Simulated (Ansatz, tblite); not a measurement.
# The cluster Cd13Te12Cl2: one state, many levels

How do method and basis change the picture of the cluster Cd13Te12Cl2 (singlet)?

Method: as each input shows; program: Ansatz 0.2.0, Gaussian basis.

Plan: GFN1-xTB, GFN2-xTB, PBE-D4/def2-TZVP, r2SCAN-D4/def2-TZVP, BHLYP-D4/def2-TZVP, PBE-D4/def2-SVP, PBE0-D4/def2-SVP, MP2/def2-SVP, RPA/def2-SVP.

1 further run of the same task is left out (set aside as unsound or not needed). Runs told in other sessions of the task aren't counted.

### 1 The geometry

The geometry is that of the singlet, from an earlier relaxation (PBE-D4/def2-SVP).

27 atoms, charge 0, spin multiplicity 1.

Bond lengths: Te1–Cd13 2.669 Å, Te1–Cd15 2.687 Å, Te2–Cd14 2.764 Å, Te2–Cd15 2.881 Å, Te2–Cd16 2.783 Å, Te3–Cd13 2.669 Å, Te3–Cd18 2.686 Å, Te4–Cd17 2.764 Å, Te4–Cd18 2.879 Å, Te4–Cd19 2.783 Å, Te5–Cd14 2.755 Å, Te5–Cd17 2.755 Å, Te5–Cd22 2.948 Å, Te6–Cd15 3.018 Å, Te6–Cd16 2.882 Å, Te6–Cd22 2.864 Å, Te6–Cd24 3.019 Å, Te7–Cd18 3.021 Å and more. Angles: Cd13–Te1–Cd15 92.0°, Cd14–Te2–Cd15 80.8°, Cd14–Te2–Cd16 77.3°, Cd15–Te2–Cd16 73.4°, Cd13–Te3–Cd18 92.1°, Cd17–Te4–Cd18 81.0°, Cd17–Te4–Cd19 77.3°, Cd18–Te4–Cd19 73.4°, Cd14–Te5–Cd17 108.9°, Cd14–Te5–Cd22 88.4°, Cd17–Te5–Cd22 88.5°, Cd15–Te6–Cd16 70.0°, Cd15–Te6–Cd22 92.8°, Cd15–Te6–Cd24 140.0°, Cd16–Te6–Cd22 98.3°, Cd16–Te6–Cd24 70.0°, Cd22–Te6–Cd24 92.7°, Cd18–Te7–Cd19 70.0° and more.

Cd, Te take a core potential in the def2 sets. No spin-orbit coupling is included.

PBE0-D4/def2-TZVP was run before; its log isn't repeated, and its numbers join the tables.

### 2 GFN1-xTB

Tight binding, by tblite at 300 K electronic temperature and without a spin-polarisation term:

```python
tblite.interface.Calculator('GFN1-xTB', numbers, positions, charge=0, uhf=0).singlepoint()
```

Energy -1792.3615 eV, HOMO -8.92 eV, LUMO -6.84 eV; 0.17 s.

### 3 GFN2-xTB

Tight binding, by tblite at 300 K electronic temperature and without a spin-polarisation term:

```python
tblite.interface.Calculator('GFN2-xTB', numbers, positions, charge=0, uhf=0).singlepoint()
```

Energy -1490.4919 eV, HOMO -9.49 eV, LUMO -7.06 eV; 0.48 s.

### 4 PBE-D4/def2-TZVP

start.molden holds the orbitals of an earlier run on this state, given as this run's starting guess.

The input, in.yaml:

```yaml
crystal:
  periodic: [false, false, false]
  atoms:
    - {symbol: Te, position_ang: [-5.127507, -1.373803, 3.206731]}
    - {symbol: Te, position_ang: [-5.212926, 1.440620, -1.067075]}
    - {symbol: Te, position_ang: [-1.371791, -5.101836, 3.233890]}
    - {symbol: Te, position_ang: [1.426750, -5.217483, -1.058128]}
    - {symbol: Te, position_ang: [-1.929354, -1.926367, -0.710874]}
    - {symbol: Te, position_ang: [-1.601133, 1.819266, 1.870599]}
    - {symbol: Te, position_ang: [1.819541, -1.597897, 1.868397]}
    - {symbol: Te, position_ang: [1.820759, 1.815492, -1.153031]}
    - {symbol: Te, position_ang: [-1.577239, 5.066929, -1.486737]}
    - {symbol: Te, position_ang: [1.706994, 5.437894, 2.426869]}
    - {symbol: Te, position_ang: [5.061609, -1.592288, -1.493135]}
    - {symbol: Te, position_ang: [5.458991, 1.706563, 2.397172]}
    - {symbol: Cd, position_ang: [-3.047943, -3.036049, 3.012246]}
    - {symbol: Cd, position_ang: [-3.059340, 0.112431, -2.180005]}
    - {symbol: Cd, position_ang: [-4.122258, 0.253868, 1.320439]}
    - {symbol: Cd, position_ang: [-3.054889, 3.024858, -0.306508]}
    - {symbol: Cd, position_ang: [0.105226, -3.064045, -2.178999]}
    - {symbol: Cd, position_ang: [0.247013, -4.119670, 1.328087]}
    - {symbol: Cd, position_ang: [3.018648, -3.061828, -0.305403]}
    - {symbol: Cd, position_ang: [-0.380724, 2.787844, -2.493837]}
    - {symbol: Cd, position_ang: [2.784445, -0.388812, -2.496148]}
    - {symbol: Cd, position_ang: [0.019058, 0.021387, 0.338318]}
    - {symbol: Cd, position_ang: [3.358710, 3.347859, 2.254378]}
    - {symbol: Cd, position_ang: [-0.117287, 4.245173, 0.856076]}
    - {symbol: Cd, position_ang: [4.247598, -0.125461, 0.849582]}
    - {symbol: Cl, position_ang: [-1.645338, 1.178087, -4.016085]}
    - {symbol: Cl, position_ang: [1.172379, -1.652723, -4.016838]}
basis:
  gaussian: {orbitals: def2-TZVP, fitting: {mean_field: def2-universal-jkfit}, initial_orbitals: start.molden}
hamiltonian: {xc: pbe, dispersion: d4}
scf: {omitted_lower_state_checks: [starts]}
output: {forces: true, orbitals: {seedname: orbitals}}
```

On the command line:

```
> ansatz run in.yaml --threads 11 --pin off --events-out ev --progress --plain --max-ram 174080MiB --backend cuda --devices 0, --max-vram 75GiB
```

After this run come: r2SCAN-D4/def2-TZVP; BHLYP-D4/def2-TZVP; PBE-D4/def2-SVP; PBE0-D4/def2-SVP; MP2/def2-SVP; RPA/def2-SVP.

Q: Predict the results of all the runs planned. Wanted: gap in def2-TZVP, named functionals, smallest and largest; correlation energy, MP2/def2-SVP; binding an atom, functionals in def2-TZVP; PBE0 total energy, smallest basis above largest.

The runs gave:

```
                                                 quantity                                 value
gap in def2-TZVP, named functionals, smallest and largest  1.31 eV (PBE-D4), 4.20 eV (BHLYP-D4)
                         correlation energy, MP2/def2-SVP                            -180.45 eV
                binding an atom, functionals in def2-TZVP  1.83 (BHLYP-D4) to 1.94 eV (PBE0-D4)
          PBE0 total energy, smallest basis above largest        25.54 eV (def2-SVP, def2-TZVP)
```

What this shows: Over the named functionals in def2-TZVP the gap runs from 1.31 eV (PBE-D4) to 4.20 eV (BHLYP-D4); exact exchange widens it.
